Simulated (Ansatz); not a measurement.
# Sr3CaF8: the band gap up the ladder of functionals

An exercise on one series of results from a longer session: the logs are not shown, and one member is left open.

Program: Ansatz 0.2.0. PAW datasets, plane waves. The cell comes from a prototype generator: it can be a known phase or a hypothetical one. Spin polarisation is off.

### The system as given

The cell was relaxed beforehand with r2SCAN.

Space group Cmmm (No. 65), orthorhombic; conventional cell a = 8.057 Å, b = 11.422 Å, c = 4.036 Å, 15.48 Å³ an atom. Near Ca stand 8 F at 2.39–2.43 Å; near F stand 4 Sr at 2.46–2.48 Å; near F stand 2 Ca at 2.43 Å and 2 Sr at 2.51 Å and 1 F at 2.70 Å; near Sr stand 8 F at 2.46–2.51 Å; near F stand 1 Ca at 2.39 Å and 3 Sr at 2.49–2.51 Å.

The structure in full:

```cif
data_structure
_symmetry_space_group_name_H-M 'Cmmm'
_symmetry_Int_Tables_number 65
_cell_length_a 8.0567
_cell_length_b 11.4216
_cell_length_c 4.0363
_cell_angle_alpha 90.000
_cell_angle_beta 90.000
_cell_angle_gamma 90.000
_cell_volume 371.42
loop_
_atom_site_label
_atom_site_type_symbol
_atom_site_symmetry_multiplicity
_atom_site_Wyckoff_symbol
_atom_site_fract_x
_atom_site_fract_y
_atom_site_fract_z
_atom_site_occupancy
Ca1 Ca 2 a 0.00000 0.00000 0.00000 1
F1 F 4 j 0.50000 0.12562 0.50000 1
F2 F 4 j 0.50000 0.38161 0.50000 1
Sr1 Sr 4 f 0.25000 0.75000 0.50000 1
F3 F 8 p 0.75886 0.87813 0.00000 1
Sr2 Sr 2 b 0.50000 0.00000 0.00000 1
```

Set-up of the first run:

File input.yaml:

```yaml
crystal:
  lattice:
    - [4.0283626306, -5.7107865936, 0.0]
    - [4.0283626306, 5.7107865936, 0.0]
    - [0.0, 0.0, 4.0363213843]
  atoms:
    - { symbol: Ca, position: [0.0, 0.0, 0.0] }
    - { symbol: F, position: [0.3743796088, 0.6256203912, 0.5] }
    - { symbol: F, position: [0.1183877982, 0.8816122018, 0.5] }
    - { symbol: Sr, position: [0.5, 0.0, 0.5] }
    - { symbol: F, position: [0.8807305691, 0.6369833226, 0.0] }
    - { symbol: F, position: [0.6369833226, 0.8807305691, 0.0] }
    - { symbol: Sr, position: [0.0, 0.5, 0.5] }
    - { symbol: F, position: [0.3630166774, 0.1192694309, 0.0] }
    - { symbol: F, position: [0.1192694309, 0.3630166774, 0.0] }
    - { symbol: Sr, position: [0.5, 0.5, 0.0] }
    - { symbol: F, position: [0.8816122018, 0.1183877982, 0.5] }
    - { symbol: F, position: [0.6256203912, 0.3743796088, 0.5] }
kpoints:
  mp_grid: { grid: [4, 4, 6] }
  band_path:
    path:
      - [[0.0, 0.0, 0.0], [-0.5, 0.5, 1.401732516545e-34], [-0.3743956698777, 0.6256043301223, 1.319408740416e-34]]
      - [[0.3743956698777, 0.3743956698777, -2.453869646108e-35], [0.0, 0.0, 0.0], [6.760109179974e-50, -4.032658221801e-50, 0.5], [0.3743956698777, 0.3743956698777, 0.5]]
      - [[-0.3743956698777, 0.6256043301223, 0.5], [-0.5, 0.5, 0.5], [-0.5, 0.5, 1.401732516545e-34]]
      - [[0.0, 0.0, 0.0], [-1.191450617815e-17, 0.5, 5.370108879028e-35], [-1.191450617815e-17, 0.5, 0.5], [6.760109179974e-50, -4.032658221801e-50, 0.5], [-0.5, 0.5, 0.5]]
    npoints: 10
hamiltonian:
  xc: pbe
scf:
  occupations: { method: fermi_dirac, width: 0.02 }
  n_extra_bands: 7
output:
  forces: true
  stress: true
  eigenvalues: true
  write_density: true
  write_potential: true
  elf: true
  volumetric_format: npy
```

Steps of the session up to this table: Band structure with PBE; r2SCAN at the same geometry; HSE06 at the same geometry; Single point with PBE+SOC; Single point with PBE0.

One of the session's tables, all rows but one given; the rest of the session is left out.

| level | gap (eV) |
| --- | --- |
| PBE | 6.90 |
| r2SCAN | ? |
| HSE06 | 8.94 |
| PBE+SOC | 6.90 |
| PBE0 | 9.71 |

Q: Estimate the row for r2SCAN from the others.

As computed: gap (eV): 7.52. In the column «gap (eV)» it lies between PBE+SOC (6.90) and HSE06 (8.94).

Meshes: PBE 4×4×6, r2SCAN 4×4×6, HSE06 2×2×4, PBE+SOC 4×4×6, PBE0 2×2×4

PBE+SOC gives the least gap, 6.90 eV, and PBE0 the largest, 9.71 eV. Against HSE06, PBE is short by 2.04 eV, at 77 % of it, and r2SCAN 84 %. PBE0 lies 0.77 eV above HSE06, which differs from it by screening the long-range exchange.

To keep in mind: Warnings in the runs' records: stress exchange threshold loose, stress scf threshold loose.
